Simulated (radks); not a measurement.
# Ga¹³⁺ in [Ar]: an all-electron calculation

An exercise on one series of results from a longer session: the logs are not shown, and one member is left open.

Program: radks (a radial shooting solver on a logarithmic mesh, Libxc functionals) version 1. Level of theory: Dirac Kohn-Sham, PBE, spin-unpolarised, spherical densities, finite nucleus. These are calculated values, not measurements, unless marked.

### Starting point

* element: gallium (Z = 31)
* charge: +13
* electrons: 18
* configuration: [Ar]
* nuclear rms radius: 3.9973 fm

The outer shells:

Ga¹³⁺
```
[Ne] core
3s [↑↓]
3p [↑↓][↑↓][↑↓]
```

Set-up of the first run:

Input:

```text
Z 31
configuration [Ar] 4s0 3d0
relativity Dirac
functional pbe,pbe
spin unpolarised
j_filling average
nucleus finite rms 3.9973 fm
c 137.035999084
```

One table of the session follows, with a row left open; its other results are not shown here.

It belongs to the step «Orbitals and density». From the orbitals of this run (lengths in bohr):

| level | <r> | outermost maximum (interpolated) | 90 % within | nodes |
| --- | --- | --- | --- | --- |
| 1s1/2 | 0.04862 | 0.0318 | 0.0869 | 0 |
| 2s1/2 | 0.2166 | 0.182 | 0.335 | 1 |
| 2p1/2 | 0.1875 | 0.145 | 0.306 | 0 |
| 2p3/2 | 0.1909 | 0.147 | 0.311 | 0 |
| 3s1/2 | 0.5790 | 0.531 | 0.846 | 2 |
| 3p1/2 | 0.5720 | 0.518 | 0.853 | 1 |
| 3p3/2 | 0.5782 | 0.524 | 0.862 | 1 |
| 3d3/2 | ? | ? | ? | ? |
| 3d5/2 | 0.5401 | 0.445 | 0.839 | 0 |
| 4s1/2 | 1.192 | 1.17 | 1.68 | 3 |

Q: Estimate the row for 3d3/2 from the others.

**Answer.** <r>: 0.5383; outermost maximum (interpolated): 0.443; 90 % within: 0.837; nodes: 0. In the column «<r>» it lies between 2s1/2 (0.2166) and 3d5/2 (0.5401).
